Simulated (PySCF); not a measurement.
# TlI3: other functionals and bases at one geometry

An exercise on one series of results from a longer session: the logs are not shown, and one member is left open.

Computed with PySCF 2.14.0. Level: several levels, as the steps say, no spin–orbit coupling.

2 further runs of the same task are left out: 2 for a known fault of the program. Runs told in other sessions of the task aren't counted.

## The system as given

4 atoms, charge 0, spin multiplicity 1.

Bond lengths: Tl1–I2 2.766 Å, Tl1–I3 2.766 Å, Tl1–I4 2.768 Å. Angles: I2–Tl1–I3 120.1°, I2–Tl1–I4 120.0°, I3–Tl1–I4 120.0°.

Geometry (Å):

```xyz
4

Tl    0.08988    0.00000    0.00000
I    -1.29096    0.00000    2.39621
I    -1.29096    0.00000   -2.39621
I     2.85775    0.00000    0.00000
```

Formal oxidation states: Tl +3. An earlier session relaxed this geometry at BP86, Tl def2-SVP with ECP60, I def2-SVP with ECP28 (singlet, point group D3h).

At BP86 on the finer grid: E = -1066.290717 Eh, HOMO -6.77 eV, LUMO -4.98 eV, Mulliken charge on Tl1 +0.34 e, largest force component 0.025 eV/Å. 

Levels to run: revPBE; BLYP; HF; wB97X; BP86, TZVP; BP86, x2c-SVP. Hardware: 2 threads of Arm Neoverse V1, shared host.

The first run:

The input, run.py (the lines that set the calculation):

```python
mol = gto.M(atom='''
Tl     0.08988     0.00000     0.00000
I     -1.29096     0.00000     2.39621
I     -1.29096     0.00000    -2.39621
I      2.85775     0.00000     0.00000''',
    basis={'Tl': 'def2-SVP', 'I': 'def2-SVP'},
    ecp={'Tl': 'def2-SVP', 'I': 'def2-SVP'},
    charge=0, spin=0)
mf = dft.RKS(mol, xc='PBE_R,PBE')
mf.grids.atom_grid = (75, 302)
mf = mf.density_fit()  # fitting sets: Tl def2-universal-JKFIT, I def2-universal-JKFIT
mf.conv_tol = 1e-08; mf.max_cycle = 55
mf.kernel(dm0)  # dm0: the density of the relaxed state
```

On the command line:

```
$ OMP_NUM_THREADS=2 python run.py
```

Steps of the session up to this table: revPBE; BLYP; HF; wB97X; BP86, TZVP; BP86, x2c-SVP.

One table of the session follows, with a row left open; its other results are not shown here.

```
              level  HOMO (eV)  gap (eV)  charge on Tl1 (e)  largest force component (eV/Å)
BP86 (relaxed here)      -6.77      1.80               0.34                            0.02
             revPBE      -6.60      1.85               0.38                            0.11
               BLYP      -6.40      1.76               0.32                            0.31
                 HF          ?         ?                  ?                               ?
              wB97X     -10.01      7.51               0.42                            0.53
         BP86, TZVP      -6.86      1.88               0.56                            0.20
      BP86, x2c-SVP      -6.69      1.79               0.45                            0.15
```

Q: Estimate the row for HF from the others.

**Answer.** HOMO (eV): -10.32; gap (eV): 8.97; charge on Tl1 (e): 0.69; largest force component (eV/Å): 0.42. In the column «HOMO (eV)» it is the lowest.

In one basis the HOMO–LUMO gap runs from 1.76 eV (BLYP) to 8.97 eV (HF). The largest leftover force, 0.53 eV/Å with wB97X, stands at a geometry relaxed at another level. Total energies of different levels can't be compared.
